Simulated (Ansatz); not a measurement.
A nudged elastic band was laid between two geometries of a periodic cell of 17 atoms, Na$_{16}$H (host Na, host structure bcc, interstitial H).

The calculation used DFT PBE, scalar-relativistic, plane waves, PAW in Ansatz 0.2.0. Settings: cutoff 420 eV, k mesh 2x2x2, gaussian smearing 0.15 eV, no spin polarisation.

```yaml
movable_images: 5
climbing_image: yes
spring: 5.0 eV/Å²
optimiser: quadratic models (default)
start_path: IDPP
force_threshold: 0.05 eV/Å
iteration_limit: 57
end_points: relaxed
```

First end point:

```xyz
17
Lattice="8.4600 0.0000 0.0000 0.0000 8.4600 0.0000 0.0000 0.0000 8.4600" Properties=species:S:1:pos:R:3
Na -0.146 -0.005 0.043
Na 4.376 -0.005 0.044
Na -0.093 4.228 -0.048
Na 0.088 -0.003 4.079
Na 2.115 2.200 2.012
Na 4.324 4.228 -0.048
Na 4.143 -0.003 4.079
Na 6.346 2.204 2.270
Na 0.104 4.229 4.323
Na 2.115 6.255 2.011
Na 2.115 2.017 6.396
Na 4.127 4.229 4.323
Na 6.346 6.252 2.271
Na 6.346 1.986 6.289
Na 2.115 6.439 6.397
Na 6.346 6.475 6.293
H 6.344 0.000 7.388
```

Last end point:

```xyz
17
Lattice="8.4600 0.0000 0.0000 0.0000 8.4600 0.0000 0.0000 0.0000 8.4600" Properties=species:S:1:pos:R:3
Na 0.048 -0.003 -0.143
Na 4.081 -0.002 0.084
Na -0.046 4.229 -0.096
Na 0.041 -0.003 4.374
Na 2.015 2.200 2.113
Na 4.321 4.229 0.098
Na 4.079 -0.002 4.139
Na 6.395 2.019 2.113
Na -0.047 4.229 4.321
Na 2.015 6.257 2.114
Na 2.269 2.204 6.340
Na 4.321 4.229 4.126
Na 6.396 6.439 2.113
Na 6.290 1.987 6.338
Na 2.270 6.254 6.340
Na 6.293 6.474 6.339
H 7.390 -0.001 6.348
```

**Question.** What changes between the two ends?

**Answer.** Contacts lost: Na2–H17. Contacts made: Na4–H17. The atom that moves furthest is H17, by 1.47 Å.

**Question.** Give the energies along the band, and the barrier.

**Answer.** The run converged. The highest image is number 2 of 0 to 6, 0.013 eV above the ends, which have the same energy within 2 meV. By the program's own check the climbing image is of a kind that is not told: the force calls were inconclusive, a negative curvature could not be distinguished from the path's own, the only one lies far off the path, or fixed occupations may fill a level only in part (lowest curvatures found: -0.06 and 0.08 eV/Å²). Limits of this set-up: coarse k mesh, odd electron count without spin.

| image | path coordinate (Å) | energy (eV) | Na2–H17 (Å) | Na4–H17 (Å) |
| --- | --- | --- | --- | --- |
| 0 | 0.00 | 0.000 | 2.26 | 3.98 |
| 1 | 0.50 | 0.006 | 2.30 | 3.60 |
| 2 | 1.00 | 0.013 | 2.40 | 3.13 |
| 3 | 1.49 | 0.010 | 2.66 | 2.58 |
| 4 | 1.98 | 0.013 | 3.19 | 2.36 |
| 5 | 2.46 | 0.006 | 3.62 | 2.29 |
| 6 | 2.95 | 0.000 | 3.97 | 2.27 |

**Question.** What is the geometry of the highest image?

**Answer.** 
```xyz
17
Lattice="8.4600 0.0000 0.0000 0.0000 8.4600 0.0000 0.0000 0.0000 8.4600" Properties=species:S:1:pos:R:3:forces:R:3
Na -0.233 -0.001 -0.182 0.00 0.00 0.00
Na 4.525 -0.005 -0.143 0.00 0.00 0.00
Na -0.005 4.228 0.038 0.00 0.00 0.00
Na -0.065 -0.002 4.410 0.00 0.00 -0.01
Na 2.091 1.986 2.039 0.00 0.00 0.00
Na 4.272 4.228 0.111 0.00 0.00 0.00
Na 4.294 -0.002 4.300 0.00 0.00 0.00
Na 6.406 2.119 2.236 0.00 0.00 0.00
Na 0.152 4.228 4.246 0.00 0.00 0.00
Na 2.090 6.470 2.039 0.00 0.00 0.00
Na 2.169 2.090 6.423 0.00 0.00 0.00
Na 4.116 4.229 4.174 0.00 0.00 0.00
Na 6.406 6.338 2.236 0.00 0.00 0.00
Na 6.336 2.245 6.301 0.00 0.00 0.00
Na 2.168 6.366 6.423 0.00 0.00 0.00
Na 6.334 6.214 6.303 0.00 0.00 0.00
H 6.394 0.000 6.815 -0.01 0.00 0.00
```

Run time: 10 min on 2 threads of Intel(R) Xeon(R) Platinum 8375C CPU @ 2.90GHz (Ice Lake), with other jobs on the host, peak memory 2.2 GiB.
